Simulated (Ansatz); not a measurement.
This script makes vertical spin-state energies of C3H7BSi, SMILES C#CB[SiH2]C with the Python package of Ansatz (0.2.0).

The script, `spin_c3h7bsi.py`:
```python
'''Gap between spin states of C3H7BSi at one geometry.'''

import logging
import sys

import ansatz as az

logging.basicConfig(stream=sys.stdout, format='[%(levelname)s] %(message)s')
log = logging.getLogger('ansatz_job')
log.setLevel(logging.INFO)

BASIS = '6-31G'
XC = 'pbe0'

system = (
    az.Crystal.molecule()
    .atom('C', [-0.1343, 2.6923, 1.066])
    .atom('C', [0.2315, 1.605, 1.1009])
    .atom('B', [0.7331, 0.172, 1.1463])
    .atom('Si', [-0.0934, -1.2328, 0.2126])
    .atom('C', [-0.2251, -0.8491, -1.6234])
    .atom('H', [-0.5502, 3.7446, 1.0108])
    .atom('H', [1.7752, -0.071, 1.7721])
    .atom('H', [0.5799, -2.499, 0.4082])
    .atom('H', [-1.5339, -1.3391, 0.7788])
    .atom('H', [0.8086, -0.7528, -1.976])
    .atom('H', [-0.7707, -1.6511, -2.1235])
    .atom('H', [-0.7438, 0.1259, -1.7389])
)

base = (
    system.calculation()
    .basis(gaussian=BASIS)  # atom-centred Gaussian functions
    .functional(XC)
    .accuracy('medium')
)
found = {}
for unpaired in [0, 2]:
    r = base.spin('collinear', total=unpaired).run(threads=1).report
    s = unpaired / 2
    found[unpaired] = r['free_energy_ev']
    log.info(f'2S+1 = {unpaired + 1}: E = {found[unpaired]:.5f} eV, <S^2> = {abs(r["mean_field"]["state"]["spin_squared"]):.3f} (pure state {s * (s + 1):.2f})')
lowest = min(found, key=found.get)
for unpaired, e in found.items():
    log.info(f'multiplicity {unpaired + 1}: {(e - found[lowest]):.3f} eV above the lowest')
```

Which spin state is lowest at this geometry, and how far above lie the others?

In order: multiplicity 1 (+0.00 eV) and multiplicity 3 (+3.05 eV), all at the one geometry.

The run itself:

Running `python spin_c3h7bsi.py` prints:
```text
[INFO] 2S+1 = 1: E = -11765.56920 eV, <S^2> = 0.000 (pure state 0.00)
[INFO] 2S+1 = 3: E = -11762.51488 eV, <S^2> = 2.018 (pure state 2.00)
[INFO] multiplicity 1: 0.000 eV above the lowest
[INFO] multiplicity 3: 3.054 eV above the lowest
```

Notes:
- These settings explore the input space; basis and method may be short of convergence.
- The geometry is a force-field or estimated start, not a minimum of this method, and the basis set is short of its limit. All parts are taken at fixed geometry, without zero-point energy.
- The whole script took 16 s on 1 thread of Arm Neoverse N1 (shared host), peak memory 0.24 GiB.
